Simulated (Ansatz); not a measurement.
# WC+ (quartet): from Hartree-Fock to the top rungs, def2-QZVPP

An exercise on one series of results from a longer session: the logs are not shown, and one member is left open.

Program: Ansatz 0.2.0, Gaussian basis. Level of theory: def2-QZVPP, core rule «outside noble gas», up to 5 orbitals frozen. These are calculated values, not measurements.

The runs, in order: UHF; ROHF; CCSD(T) on UHF.

2 further runs of the same task are left out: 2 set aside as unsound or not needed.

### What is computed

The geometry is a PBE0/def2-TZVP stationary point (not a proven minimum) of the parent state, kept for this charge and spin. No spin-orbit coupling is included. Elements past krypton take def2 core potentials.

2 atoms, charge 1, spin multiplicity 4.

Atoms are counted from 1 here; the program's logs count them from 0.

Bond lengths: W1–C2 1.699 Å.

The first run:

in.yaml

```yaml
crystal:
  periodic: [false, false, false]
  atoms:
    - {symbol: W, position_ang: [0.000000, 0.000000, 0.000000]}
    - {symbol: C, position_ang: [0.000000, 0.000000, 1.698800]}
basis:
  gaussian: {orbitals: "def2-QZVPP.json"}
total_charge: 1
magnetization: {spin_polarized: true, initial_magnetization: 3}
hamiltonian: {xc: hf}
output: {orbitals: {seedname: orbitals}}
```

The run is started by

```bash
$ ansatz run in.yaml --threads 1 --pin off --events-out ev --progress --plain --max-ram 4096MiB --backend cpu
```

Steps of the session up to this table: UHF; ROHF; CCSD(T) on UHF.

One of the session's tables, all rows but one given; the rest of the session is left out.

| method | from UCCSD(T) (kcal/mol) |
| --- | --- |
| ROHF | +196.52 |
| UMP2 | +17.61 |
| UCCSD | ? |
| UCCSD(T) | 0 |

**Question.** Estimate the row for UCCSD.

The run gave: from UCCSD(T) (kcal/mol): +12.98. In the column «from UCCSD(T) (kcal/mol)» it lies between UCCSD(T) (0) and UMP2 (+17.61).

Left out of the table: UHF (another determinant or state than the rows shown).

To keep in mind: The determinant is far from a pure spin state, so its energy mixes those of several spin states (harmless only where they are near-degenerate, as at dissociation). Warnings: spin contamination; coupled cluster took another determinant than the lowest.
